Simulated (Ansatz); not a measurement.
**C₅H₁₂O₂: ionisation energy by level of theory**

An exercise on one series of results from a longer session: the logs are not shown, and one member is left open.

Method: unrestricted cation, the program's frozen cores in correlated methods; program: Ansatz 0.2.0, Gaussian basis.

Levels to be run: UKS PBE-D4/def2-TZVPP; UKS r2SCAN-D4/def2-TZVPP; UKS PBE0-D4/def2-TZVPP; UKS B3LYP-D4/def2-TZVPP; UKS wB97X-V/def2-TZVPP; UKS wB97M-V/def2-TZVPP; UKS B2PLYP/def2-TZVPP; UHF-CCSD(T)/def2-TZVPP; UHF-MP2/def2-QZVPP; extrapolation to the limit; then −ε(HOMO) from the neutral's earlier runs with LDA (SPW92), PBE-D4, revPBE-D4, BLYP-D4, r2SCAN-D4, B97M-V, PBE0-D4, B3LYP-D4, r2SCANh-D4, r2SCAN0-D4, HSE06-D4, BHLYP-D4, CAM-B3LYP-D4, LC-ωPBE, ωB97X-V, ωB97M-V.

## Structure used throughout

The geometry comes from an earlier relaxation with PBE0-D4 in a triple-zeta def2 set; it is a stationary point, not always the lowest conformer.

SMILES `OCCCCCO`, 19 atoms, charge 0, spin multiplicity 1.

Atoms are counted from 1 here; the program's logs count them from 0.

Bond lengths: O1–C2 1.413 Å, O1–H8 0.961 Å, C2–C3 1.517 Å, C2–H9 1.094 Å, C2–H10 1.099 Å, C3–C4 1.523 Å, C3–H11 1.094 Å, C3–H12 1.099 Å, C4–C5 1.521 Å, C4–H13 1.095 Å, C4–H14 1.096 Å, C5–C6 1.517 Å, C5–H15 1.097 Å, C5–H16 1.097 Å, C6–O7 1.414 Å, C6–H17 1.099 Å, C6–H18 1.094 Å, O7–H19 0.961 Å. Angles: C2–O1–H8 108.2°, O1–C2–C3 112.8°, O1–C2–H9 105.7°, O1–C2–H10 110.5°, C3–C2–H9 109.7°, C3–C2–H10 110.8°, H9–C2–H10 107.1°, C2–C3–C4 114.0°, C2–C3–H11 107.7°, C2–C3–H12 109.1°, C4–C3–H11 109.7°, C4–C3–H12 109.6°, H11–C3–H12 106.5°, C3–C4–C5 114.5°, C3–C4–H13 109.7°, C3–C4–H14 108.9°, C5–C4–H13 109.2°, C5–C4–H14 108.4° and more.

The first run:

The input, in.yaml:

```yaml
crystal:
  periodic: [false, false, false]
  atoms:
    - {symbol: O, position_ang: [0.292697, 1.845405, -2.911909]}
    - {symbol: C, position_ang: [0.438458, 1.293190, -1.619755]}
    - {symbol: C, position_ang: [-0.065296, -0.135088, -1.529834]}
    - {symbol: C, position_ang: [0.199797, -0.801380, -0.186348]}
    - {symbol: C, position_ang: [-0.591601, -0.218724, 0.975109]}
    - {symbol: C, position_ang: [-0.314975, -0.917320, 2.293072]}
    - {symbol: O, position_ang: [1.033332, -0.815367, 2.705189]}
    - {symbol: H, position_ang: [-0.639737, 1.827954, -3.142059]}
    - {symbol: H, position_ang: [1.510884, 1.319883, -1.405894]}
    - {symbol: H, position_ang: [-0.055764, 1.928396, -0.871961]}
    - {symbol: H, position_ang: [0.416774, -0.708822, -2.327376]}
    - {symbol: H, position_ang: [-1.143428, -0.150639, -1.741705]}
    - {symbol: H, position_ang: [1.268500, -0.750637, 0.045838]}
    - {symbol: H, position_ang: [-0.038341, -1.867807, -0.266309]}
    - {symbol: H, position_ang: [-1.666221, -0.288923, 0.764866]}
    - {symbol: H, position_ang: [-0.375676, 0.850505, 1.092907]}
    - {symbol: H, position_ang: [-0.990158, -0.533293, 3.070021]}
    - {symbol: H, position_ang: [-0.509849, -1.989293, 2.195630]}
    - {symbol: H, position_ang: [1.230590, 0.111989, 2.860528]}
basis:
  gaussian: {orbitals: def2-TZVPP}
total_charge: 1
magnetization: {spin_polarized: true, initial_magnetization: 1}
hamiltonian: {xc: pbe, dispersion: d4}
```

Run with:

```sh
ansatz run in.yaml --threads 2 --pin off --events-out ev --progress --plain --max-ram 31744MiB --backend cuda --devices 0, --max-vram 18GiB
```

Steps of the session up to this table: Cation, UKS PBE-D4/def2-TZVPP; Cation, UKS r2SCAN-D4/def2-TZVPP; Cation, UKS PBE0-D4/def2-TZVPP; Cation, UKS B3LYP-D4/def2-TZVPP; Cation, UKS wB97X-V/def2-TZVPP; Cation, UKS wB97M-V/def2-TZVPP; Cation, UKS B2PLYP (frozen core)/def2-TZVPP; Cation, UHF-CCSD(T)/def2-TZVPP; Cation, UHF-MP2/def2-QZVPP.

One table of the session follows, with a row left open; its other results are not shown here.

It belongs to the step «Ionisation energies side by side». Orbital estimates, from the neutral's runs:

| functional | −ε(HOMO) (eV) |
| --- | --- |
| LDA (SPW92) | 6.21 |
| PBE-D4 | 6.06 |
| revPBE-D4 | 5.99 |
| BLYP-D4 | 5.99 |
| r2SCAN-D4 | 6.40 |
| B97M-V | 6.57 |
| PBE0-D4 | ? |
| B3LYP-D4 | 7.47 |
| r2SCANh-D4 | 7.01 |
| r2SCAN0-D4 | 7.93 |
| HSE06-D4 | 7.29 |
| BHLYP-D4 | 9.28 |
| CAM-B3LYP-D4 | 9.19 |
| LC-ωPBE | 10.51 |
| ωB97X-V | 10.19 |
| ωB97M-V | 10.12 |

Estimate the missing values for PBE0-D4.

As computed: −ε(HOMO) (eV): 7.69. In the column «−ε(HOMO) (eV)» it lies between B3LYP-D4 (7.47) and r2SCAN0-D4 (7.93).
